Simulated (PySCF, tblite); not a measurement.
# C6H8BClF2: geometry, infrared bands and NMR shifts

Wanted: the infrared bands and NMR shifts of C6H8BClF2 (`C[C@]1(B(F)F)C/C1=C\CCl`), by calculation.

Computed with tblite 0.8.0 and PySCF 2.14.0, with density-fitted response routines of our own, on a single molecule in the gas phase. Atoms are numbered from 0 throughout.

## (1) Starting geometry

18 atoms, charge 0, multiplicity 1; geometry from: force field or distance geometry start.

Bonds of the start (Å): C0–C1 1.52, C1–B2 1.57, B2–F3 1.47, B2–F4 1.44, C1–C5 1.50, C5–C6 1.49, C6–C7 1.36, C7–C8 1.48, C8–Cl9 1.77, C6–C1 1.49, C0–H10 1.11, C0–H11 1.10, C0–H12 1.08, C5–H13 1.12, C5–H14 1.11, C7–H15 1.11, C8–H16 1.10, C8–H17 1.11.

## (2) Relaxing the molecule with GFN2-xTB

Job settings and geometry (Å):

```
{"job": {"kind": "relax", "xc": "GFN2-xTB", "basis": "xTB"}, "charge": 0, "multiplicity": 1}
C     -1.749200    -1.322200    -0.116800
C     -1.095200     0.040900    -0.273700
B     -1.920300     1.237400     0.307900
F     -3.376600     1.293400     0.085900
F     -1.299400     2.324900     1.010600
C     -0.364800     0.210700    -1.578400
C      0.388600     0.100800    -0.296300
C      1.605000     0.084200     0.302000
C      2.820600     0.217100    -0.535600
Cl     3.853900    -1.205300    -0.364500
H     -2.810700    -1.223300    -0.437800
H     -1.669200    -1.725900     0.906300
H     -1.272000    -1.992900    -0.815200
H     -0.192600    -0.684000    -2.222300
H     -0.466500     1.204400    -2.067100
H      1.655500    -0.039200     1.406100
H      2.544100     0.328000    -1.594800
H      3.340200     1.157400    -0.257400
```

On the command line:

```
> OMP_NUM_THREADS=1 python probes_run.py task.json out
```

One launch serves the whole session: the jobs run in the order shown.

**Question.** This job is followed by: GFN2-xTB harmonic vibrations, gas phase; GIAO PBE0/pcSseg-1 NMR shielding, non-relativistic, gas phase. What will the session give for the following? strongest single infrared mode (GFN2-xTB); zero-point energy (GFN2-xTB); 13C shifts against TMS (PBE0/pcSseg-1); 1H shifts against TMS (PBE0/pcSseg-1, means over atoms taken as alike); 11B shifts against BF3·OEt2 (PBE0/pcSseg-1); 19F shifts against CFCl3 (PBE0/pcSseg-1, means over atoms taken as alike); 35Cl shifts against HCl (PBE0/pcSseg-1); surface potential, 1st and 99th percentile.

**Answer**, as computed:

| quantity | value |
| --- | --- |
| strongest single infrared mode (GFN2-xTB) | 1265 cm⁻¹, 359 km/mol |
| zero-point energy (GFN2-xTB) | 81.2 kcal/mol |
| 13C shifts against TMS (PBE0/pcSseg-1) | 144.8, 122.7, 51.0, 20.9, 17.2, 9.7 ppm |
| 1H shifts against TMS (PBE0/pcSseg-1, means over atoms taken as alike) | 6.28, 4.33, 4.20, 1.69, 1.29, 1.19 ppm |
| 11B shifts against BF3·OEt2 (PBE0/pcSseg-1) | 27.0 ppm |
| 19F shifts against CFCl3 (PBE0/pcSseg-1, means over atoms taken as alike) | -79.6 ppm |
| 35Cl shifts against HCl (PBE0/pcSseg-1) | 130 ppm |
| surface potential, 1st and 99th percentile | -0.73 V and 1.61 V |

Over 97 steps the energy fell by 1.094 eV; of the close pairs, B2–F3 changed most, 1.474 to 1.319 Å. All 48 modes are real, so the xTB geometry is a minimum. The strongest single mode, at 1265 cm⁻¹, moves mainly B2. Unscaled tight-binding wavenumbers are off by several per cent, some by more. Its intensities can rank the bands wrongly. H15 (hydrogen on an alkene CH) lies farthest downfield among hydrogen, at 6.28 ppm; olefinic region. At PBE0/pcSseg-1: The widest tensor belongs to Cl9: span 473 ppm, with a paramagnetic part of -325 ppm. By nearest atom (PBE0/pcSseg-1), the HOMO sits on C6, C7 about 31 % each; Cl9 18 % and the LUMO on C6 26 %; C7 20 %.
